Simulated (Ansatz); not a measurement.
Predict the output of the script below (Ansatz 0.2.0 through its Python package).

`run_scan.py`:
```python
import ansatz as az
import matplotlib.pyplot as plt
import numpy as np


def main() -> None:
    geometry_ang = [
        ("F", (1.1313, -1.4147, -0.4699)),
        ("B", (0.2742, -0.4318, 0.2608)),
        ("Cl", (-0.7863, -1.0103, 1.6592)),
        ("Se", (0.3397, 1.5251, -0.2608)),
        ("H", (-0.909, 1.258, -1.2307)),
    ]
    geometry = az.Crystal.molecule()
    for symbol, xyz in geometry_ang:
        geometry = geometry.atom(symbol, xyz)

    symbols = [site.symbol for site in geometry.cartesian_sites]
    start = np.array([site.position_ang for site in geometry.cartesian_sites])
    axis = (start[4] - start[3]) / np.linalg.norm(start[4] - start[3])
    moving = [4]
    lengths, energies = [1.411, 1.475, 1.539, 1.604, 1.668, 1.732, 1.796, 1.892], []
    for length in lengths:
        xyz = start.copy()
        xyz[moving] += (length - np.linalg.norm(start[4] - start[3])) * axis
        point = az.Crystal.molecule()
        for symbol, place in zip(symbols, xyz):
            point = point.atom(symbol, place.tolist())
        setup = point.calculation()
        setup = setup.basis(gaussian="def2-SVP")
        setup = setup.functional("b3lyp")
        summary = setup.run().report
        energies.append(summary["free_energy_ev"])
        print(f"r = {length:6.3f} A  E = {energies[-1]:.5f} eV  <S^2> = {abs(summary['mean_field']['state']['spin_squared']):.3f}")

    fit = np.polynomial.Polynomial.fit(lengths, np.array(energies) - min(energies), 4).convert()
    roots = [r.real for r in fit.deriv().roots() if abs(r.imag) < 1e-9 and fit.deriv(2)(r.real) > 0]
    r_e = min(roots, key=lambda r: abs(r - lengths[int(np.argmin(energies))]))
    print(f"minimum of the fit at {r_e:.4f} A, force constant {fit.deriv(2)(r_e):.2f} eV/A^2")
    plt.figure(figsize=(4.5, 3))
    plt.plot(lengths, np.array(energies) - min(energies), "o-")
    plt.xlabel("bond length (A)")
    plt.ylabel("E - E(min) (eV)")
    plt.tight_layout()
    plt.savefig("scan.png", dpi=100)


if __name__ == "__main__":
    main()
```

Running `python run_scan.py` prints:
```text
r =  1.411 A  E = -81270.79596 eV  <S^2> = 0.000
r =  1.475 A  E = -81270.84957 eV  <S^2> = 0.000
r =  1.539 A  E = -81270.81503 eV  <S^2> = 0.000
r =  1.604 A  E = -81270.71439 eV  <S^2> = 0.000
r =  1.668 A  E = -81270.56921 eV  <S^2> = 0.000
r =  1.732 A  E = -81270.39225 eV  <S^2> = 0.000
r =  1.796 A  E = -81270.19403 eV  <S^2> = 0.000
r =  1.892 A  E = -81269.87380 eV  <S^2> = 0.000
minimum of the fit at 1.4792 A, force constant 20.79 eV/A^2
```

Reading the output:
- Total energies depend on the basis set; only differences at equal settings carry meaning.
- The rest of the molecule is held rigid at a force-field or estimated start geometry, and the basis set is modest; single-reference methods fail as a bond breaks.
- b3lyp holds the VWN-RPA fit, as in Gaussian; the form of ORCA and Turbomole is b3lyp5.
- The orbitals are restricted, so S² is zero by construction.
- Hardware and time: 12 s on 1 thread of Intel(R) Xeon(R) Processor @ 2.30GHz, with other jobs on the host, peak memory 0.31 GiB.
